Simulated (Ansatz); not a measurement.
# PF3 (phosphorus trifluoride): B3LYP/6-311+G(d,p)

What is the electronic atomisation energy of PF3 (phosphorus trifluoride) at B3LYP/6-311+G**? 

The results are computed with Ansatz 0.2.0.

38 further runs of the same task are left out: 6 that didn't finish, 32 set aside as unsound or not needed.

## Step 1: The structure to begin with

The species is PF3 (4 atoms), meant as a singlet with charge 0. SMILES: `FP(F)F`. The coordinates come from a PBE0-D4/def2-TZVP relaxation.

Bond lengths: F1–P2 1.572 Å, P2–F3 1.572 Å, P2–F4 1.572 Å. Angles: F1–P2–F3 97.6°, F1–P2–F4 97.6°, F3–P2–F4 97.6°.

## Step 2: A single-point energy at B3LYP/6-311+G(d,p)

job.yaml

```yaml
crystal:
  periodic: [false, false, false]
  atoms:
    - {symbol: F, position_ang: [0.834400, -0.663200, 0.874500]}
    - {symbol: P, position_ang: [-0.297500, 0.314600, 0.392300]}
    - {symbol: F, position_ang: [-1.061900, -0.696500, -0.536900]}
    - {symbol: F, position_ang: [0.525000, 1.045200, -0.730000]}
basis:
  gaussian:
    orbitals: 6-311+G_st__st_-spherical.json
hamiltonian:
  xc: {name: B3LYP}
accuracy: high
output:
  orbitals: {seedname: orbitals}
```

The basis set 6-311+G** is read from a file made from the Basis Set Exchange's data (not shown).

The run is started by

```sh
$ ansatz run job.yaml --threads 1 --pin off --max-ram 3480MiB --events-out events.jsonl --progress --plain --runs-dir runs
```

Standard output:

```text
Warning: RAYON_NUM_THREADS=1 ignored (pool sized by the plan → 1); use --threads N
Functional definition: B3LYP
  name "B3LYP"
  parameter a0 = 0.2
  parameter ax = 0.72
  parameter ac = 0.81
  exchange = (1 - a0 - ax)*slater_x + ax*b88_x + a0*exact_x
  correlation = (1 - ac)*vwn_rpa_c + ac*lyp_c
1724 factors; integrals over basis functions are off by at most 3.4e-9 eV
mean field evaluation 1: about -17440.8172 eV, gradient 5.5e1 eV
mean field evaluation 2: about -17433.5444 eV, gradient 9.2e1 eV
mean field evaluation 4: about -17444.6969 eV, gradient 5.0e-1 eV
mean field evaluation 8: about -17444.8223 eV, gradient 5.6e-2 eV
mean field evaluation 16: about -17444.8223 eV, gradient 2.1e-6 eV
mean field -17444.82233935 eV, -641.0853964457 hartree, gradient 4.6e-9 eV, S^2 0.000000; 0 other end points of the search recorded, 0 dependent functions left out
reference -17444.82237618 eV, -641.0853977993 hartree; 21, 21 occupied and 75, 75 virtual orbitals, 1724 factors
Total energy: -17444.82237618 eV, -641.0853977993 hartree
```

It took 5.4 s on 1 thread of Arm Neoverse V1, shared host; peak memory 0.27 GiB.

## Step 3: The F atom at the same level

molecule.yaml

```yaml
crystal:
  periodic: [false, false, false]
  atoms:
    - {symbol: F, position_ang: [0.000000, 0.000000, 0.000000]}
basis:
  gaussian: {orbitals: 6-311+G_st__st_.json}
magnetization: {spin_polarized: true, initial_magnetization: 1}
hamiltonian: {xc: {name: B3LYP}}
accuracy: high
```

The basis set 6-311+G** is read from a file made from the Basis Set Exchange's data (not shown).

The run is started by

```sh
$ ansatz run molecule.yaml --threads 1 --pin off --max-ram 3480MiB --events-out events.jsonl --progress --plain --runs-dir runs
```

Standard output:

```text
Warning: RAYON_NUM_THREADS=1 ignored (pool sized by the plan → 1); use --threads N
Functional definition: B3LYP
  name "B3LYP"
  parameter a0 = 0.2
  parameter ax = 0.72
  parameter ac = 0.81
  exchange = (1 - a0 - ax)*slater_x + ax*b88_x + a0*exact_x
  correlation = (1 - ac)*vwn_rpa_c + ac*lyp_c
175 factors; integrals over basis functions are off by at most 3.7e-9 eV
mean field evaluation 1: about -2714.5504 eV, gradient 5.5e0 eV
mean field evaluation 2: about -2714.5933 eV, gradient 3.5e0 eV
mean field evaluation 4: about -2714.6235 eV, gradient 2.8e-2 eV
mean field evaluation 8: about -2714.6237 eV, gradient 4.5e-5 eV
mean field evaluation 16: about -2714.6237 eV, gradient 1.2e-8 eV
mean field -2714.62365669 eV, -99.7605793454 hartree, gradient 1.2e-8 eV, S^2 0.751322; 0 other end points of the search recorded, 0 dependent functions left out
reference -2714.62367913 eV, -99.7605801699 hartree; 5, 4 occupied and 17, 18 virtual orbitals, 175 factors
Total energy: -2714.62367913 eV, -99.7605801699 hartree
```

Run time: 0.46 s. Hardware: 1 thread of Arm Neoverse V1, shared host.

## Step 4: The P atom, same level

molecule.yaml

```yaml
crystal:
  periodic: [false, false, false]
  atoms:
    - {symbol: P, position_ang: [0.000000, 0.000000, 0.000000]}
basis:
  gaussian:
    orbitals: 6-311+G_st__st_-spherical.json
magnetization:
  spin_polarized: true
  initial_magnetization: 3
hamiltonian:
  xc: {name: B3LYP}
accuracy: high
```

The basis set 6-311+G** is read from a file made from the Basis Set Exchange's data (not shown).

Run the same way, it converges to -341.28173 Eh (log not shown).

## Step 5: What came out

At B3LYP/6-311+G**:

| quantity | value |
| --- | --- |
| molecule: total energy | -641.08540 Eh |
| molecule: HOMO energy | -9.30 eV |
| molecule: LUMO energy | -0.85 eV |
| molecule: HOMO–LUMO gap | 8.45 eV |
| F atom: total energy | -99.76058 Eh |
| F atom: ⟨S²⟩ | 0.751 |
| P atom: total energy | -341.28173 Eh |
| P atom: ⟨S²⟩ | 3.751 |
| electronic atomisation energy | 14.202 eV |

In words: Taking the molecule apart into free atoms costs 14.20 eV (328 kcal/mol), before zero-point energy and without spin-orbit coupling.
